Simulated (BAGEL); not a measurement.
# CH5GaS (SMILES [CH3][GaH][SH]) at HF/3-21G (density fitting with qzvpp-jkfit)

Aim: the vertical ionisation energy of CH5GaS at HF/3-21G (density fitting with qzvpp-jkfit), from 2 runs. 

Program for the calculation: BAGEL 1.2.2.

3 further runs of the same task are left out: 1 that didn't finish, 2 set aside as unsound or not needed.

## 1. Starting point

CH5GaS: 8 atoms, total charge 0, spin state singlet. SMILES: `[CH3][GaH][SH]`. The shape is that of a PBE0-D4/def2-TZVP optimisation. This is one conformer, not always the lowest.

Bond lengths: C1–Ga2 1.960 Å, Ga2–S3 2.208 Å, C1–H4 1.093 Å, C1–H5 1.090 Å, C1–H6 1.093 Å, Ga2–H7 1.564 Å, S3–H8 1.343 Å. Angles: C1–Ga2–S3 119.9°, C1–Ga2–H7 126.4°, S3–Ga2–H7 113.7°, Ga2–C1–H4 110.0°, Ga2–C1–H5 112.0°, Ga2–C1–H6 109.8°, Ga2–S3–H8 95.1°, H4–C1–H5 108.8°, H4–C1–H6 107.4°, H5–C1–H6 108.7°.

## 2. The energy at HF/3-21G (density fitting with qzvpp-jkfit)

The input, input.json:

```json
{ "bagel": [

{
  "title": "molecule",
  "basis": "3-21g",
  "df_basis": "qzvpp-jkfit",
  "angstrom": true,
  "geometry": [
    { "atom": "C", "xyz": [      -0.822600,       0.630300,      -0.510700 ] },
    { "atom": "Ga", "xyz": [       0.973600,       0.037600,       0.003700 ] },
    { "atom": "S", "xyz": [       1.217500,      -1.725900,       1.309100 ] },
    { "atom": "H", "xyz": [      -0.967200,       1.675400,      -0.226100 ] },
    { "atom": "H", "xyz": [      -1.600900,       0.027200,      -0.042900 ] },
    { "atom": "H", "xyz": [      -0.936300,       0.569300,      -1.596000 ] },
    { "atom": "H", "xyz": [       2.326300,       0.695600,      -0.424400 ] },
    { "atom": "H", "xyz": [      -0.098200,      -1.966600,       1.431400 ] }
  ]
},

{ "title": "hf" },

{ "title": "print", "file": "orbitals.molden", "orbitals": true }

]}
```

The run is started by

```bash
$ BAGEL_NUM_THREADS=1 BAGEL input.json > input.out
```

The log of the run:

```text
* using 1 threads per process

  ===============================================================
  ===============================================================

  *** Geometry ***

  { "atom" : "C", "xyz" : [     -1.554489,      1.191094,     -0.965083 ] },
  { "atom" : "Ga", "xyz" : [      1.839837,      0.071054,      0.006992 ] },
  { "atom" : "S", "xyz" : [      2.300742,     -3.261478,      2.473840 ] },
  { "atom" : "H", "xyz" : [     -1.827743,      3.166047,     -0.427267 ] },
  { "atom" : "H", "xyz" : [     -3.025263,      0.051401,     -0.081069 ] },
  { "atom" : "H", "xyz" : [     -1.769351,      1.075821,     -3.016003 ] },
  { "atom" : "H", "xyz" : [      4.396070,      1.314493,     -0.802000 ] },
  { "atom" : "H", "xyz" : [     -0.185571,     -3.716335,      2.704954 ] },

  Number of auxiliary basis functions:      559

  Since a DF basis is specified, we compute 2- and 3-index integrals:
    o Being stored without compression. Storage requirement is 0.013 GB

  Number of basis functions:       54
  Number of electrons      :       58

    * METHOD: MOLECULE                             0.70

  *** RHF ***

  === Nuclear Repulsion ===
   246.8899367676

      * DIIS with orbital gradients will be used.

  === RHF iteration (3-21g) ===
      0      -2349.92244260          0.01531452           0.13
      1      -2349.98535036          0.00507875           0.12
      2      -2349.99303291          0.00107222           0.12
      3      -2349.99356715          0.00015001           0.12
      4      -2349.99358390          0.00004848           0.13
      5      -2349.99358598          0.00001185           0.11
      6      -2349.99358610          0.00000243           0.11
      7      -2349.99358611          0.00000035           0.11
      8      -2349.99358611          0.00000011           0.11
      9      -2349.99358611          0.00000004           0.11
     10      -2349.99358611          0.00000001           0.12
    * SCF iteration converged.

    * Permanent dipole moment:
           (    0.821904,    -0.732831,     0.573093) a.u.

    * METHOD: HF                                   1.71

    * METHOD: PRINT                                0.01

  ===============================================================
```

It took 2.9 s on 1 thread of Intel Xeon at 2.50GHz (Skylake/Cascade Lake), shared host.

## 3. The doublet cation, same level

The input, input.json:

```json
{ "bagel": [

{
  "title": "molecule",
  "basis": "3-21g",
  "df_basis": "qzvpp-jkfit",
  "angstrom": true,
  "geometry": [
    { "atom": "C", "xyz": [   -0.822600,    0.630300,   -0.510700 ] },
    { "atom": "Ga", "xyz": [    0.973600,    0.037600,    0.003700 ] },
    { "atom": "S", "xyz": [    1.217500,   -1.725900,    1.309100 ] },
    { "atom": "H", "xyz": [   -0.967200,    1.675400,   -0.226100 ] },
    { "atom": "H", "xyz": [   -1.600900,    0.027200,   -0.042900 ] },
    { "atom": "H", "xyz": [   -0.936300,    0.569300,   -1.596000 ] },
    { "atom": "H", "xyz": [    2.326300,    0.695600,   -0.424400 ] },
    { "atom": "H", "xyz": [   -0.098200,   -1.966600,    1.431400 ] }
  ]
},
{ "title": "uhf", "charge": 1, "nopen": 1 },
{ "title": "print", "file": "orbitals.molden", "orbitals": true }

]}
```

The run is started by

```bash
$ BAGEL_NUM_THREADS=1 BAGEL input.json > input.out
```

The log of the run:

```text
* using 1 threads per process

  ===============================================================
  ===============================================================

  *** Geometry ***

  { "atom" : "C", "xyz" : [     -1.554489,      1.191094,     -0.965083 ] },
  { "atom" : "Ga", "xyz" : [      1.839837,      0.071054,      0.006992 ] },
  { "atom" : "S", "xyz" : [      2.300742,     -3.261478,      2.473840 ] },
  { "atom" : "H", "xyz" : [     -1.827743,      3.166047,     -0.427267 ] },
  { "atom" : "H", "xyz" : [     -3.025263,      0.051401,     -0.081069 ] },
  { "atom" : "H", "xyz" : [     -1.769351,      1.075821,     -3.016003 ] },
  { "atom" : "H", "xyz" : [      4.396070,      1.314493,     -0.802000 ] },
  { "atom" : "H", "xyz" : [     -0.185571,     -3.716335,      2.704954 ] },

  Number of auxiliary basis functions:      559

  Since a DF basis is specified, we compute 2- and 3-index integrals:
    o Being stored without compression. Storage requirement is 0.013 GB

  Number of basis functions:       54
  Number of electrons      :       58

    * METHOD: MOLECULE                             0.66

  *** Open-shell HF ***

  === Nuclear Repulsion ===
   246.8899367676

      * DIIS with orbital gradients will be used.

  === UHF iteration (3-21g) ===
      0      -2349.57721204          0.03102105           0.18
      1      -2349.65308670          0.01185044           0.17
      2      -2349.66181465          0.00551984           0.17
      3      -2349.66368388          0.00071561           0.18
      4      -2349.66384655          0.00014080           0.17
      5      -2349.66386595          0.00004068           0.17
      6      -2349.66387298          0.00000701           0.17
      7      -2349.66387514          0.00000256           0.19
      8      -2349.66387633          0.00000126           0.20
      9      -2349.66387684          0.00000049           0.19
     10      -2349.66387690          0.00000027           0.22
     11      -2349.66387690          0.00000022           0.19
     12      -2349.66387690          0.00000018           0.27
     13      -2349.66387690          0.00000010           0.27
     14      -2349.66387690          0.00000005           0.27
     15      -2349.66387690          0.00000002           0.26
     16      -2349.66387690          0.00000001           0.24
     17      -2349.66387690          0.00000001           0.22
    * SCF iteration converged.

    * S^2 (UHF) is 0.7545

    * Permanent dipole moment:
           (    0.435952,     0.841724,    -0.599290) a.u.

    * METHOD: UHF                                  4.08

    * METHOD: PRINT                                0.01

  ===============================================================
```

It took 5.1 s on 1 thread of Intel Xeon at 2.50GHz (Skylake/Cascade Lake), shared host.

## 4. Outcome

At HF/3-21G (density fitting with qzvpp-jkfit):

```
                                          quantity           value
                      singlet CH5GaS: total energy  -2349.99359 Eh
                     singlet CH5GaS: dipole moment          3.16 D
                       singlet CH5GaS: HOMO energy       -10.32 eV
                       singlet CH5GaS: LUMO energy         1.59 eV
                     singlet CH5GaS: HOMO–LUMO gap        11.91 eV
                      doublet cation: total energy  -2349.66388 Eh
                              doublet cation: ⟨S²⟩           0.754
vertical ionisation energy (to the doublet cation)        8.972 eV
```

Removing an electron at fixed nuclei costs 8.97 eV (207 kcal/mol). The negative HOMO energy of the first species, 10.32 eV, lies 1.35 eV above that difference.
